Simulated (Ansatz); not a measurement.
# CH2FNSi (SMILES NC#[Si]F): single points off equilibrium

An exercise on one series of results from a longer session: the logs are not shown, and one member is left open.

Program: Ansatz 0.2.0, Gaussian basis. Level of theory: single points in def2-TZVPP. These are calculated values, not measurements.

Cores are frozen in the correlated methods.

## Starting geometry

SMILES `NC#[Si]F`, 6 atoms, charge 0, spin multiplicity 1.

Atoms are counted from 1 here; the program's logs count them from 0.

Bond lengths: N1–C2 1.209 Å, N1–H5 1.178 Å, N1–H6 1.061 Å, C2–Si3 1.960 Å, Si3–F4 1.631 Å. Angles: C2–N1–H5 106.9°, C2–N1–H6 139.4°, H5–N1–H6 108.2°, N1–C2–Si3 134.0°, C2–Si3–F4 114.6°.

Coordinates:

```xyz
6
charge 0, multiplicity 1
N     0.1270    0.9865    0.2845
C    -0.3580   -0.0414   -0.1289
Si    0.2860   -1.8864   -0.2788
F    -0.8470   -2.9666   -0.7365
H     0.3199    1.6741   -0.6520
H     0.0921    1.6037    1.1464
```

The first run:

run/in.yaml

```yaml
crystal:
  periodic: [false, false, false]
  atoms:
    - {symbol: N, position_ang: [0.127000, 0.986500, 0.284500]}
    - {symbol: C, position_ang: [-0.358000, -0.041400, -0.128900]}
    - {symbol: Si, position_ang: [0.286000, -1.886400, -0.278800]}
    - {symbol: F, position_ang: [-0.847000, -2.966600, -0.736500]}
    - {symbol: H, position_ang: [0.319900, 1.674100, -0.652000]}
    - {symbol: H, position_ang: [0.092100, 1.603700, 1.146400]}
basis:
  gaussian: {orbitals: def2-TZVPP}
correlation: {method: ccsd_t}
output: {forces: true}
```

The command line of these runs was not kept.

Steps of the session up to this table: CCSD(T)/def2-TZVPP; PBE0-D4/def2-TZVPP; wB97M-V/def2-TZVPP; r2SCAN-D4/def2-TZVPP; PBE-D4/def2-TZVPP; SPW92/def2-TZVPP; revPBE-D4/def2-TZVPP.

One table of the session follows, with a row left open; its other results are not shown here.

```
   method  RMS force component (eV/Å)  angle to CCSD(T) forces (°)  dipole (D)
  CCSD(T)                       3.208                    reference        4.90
  PBE0-D4                       2.948                          5.3        4.58
  wB97M-V                       3.041                          4.2        4.51
r2SCAN-D4                       2.921                          4.4        4.56
   PBE-D4                       2.874                          5.6        4.45
    SPW92                       2.743                          6.9        4.59
revPBE-D4                           ?                            ?           ?
```

Q: Estimate the row for revPBE-D4 from the others.

**Answer.** RMS force component (eV/Å): 2.922; angle to CCSD(T) forces (°): 6.2; dipole (D): 4.40. In the column «RMS force component (eV/Å)» it lies between r2SCAN-D4 (2.921) and PBE0-D4 (2.948).
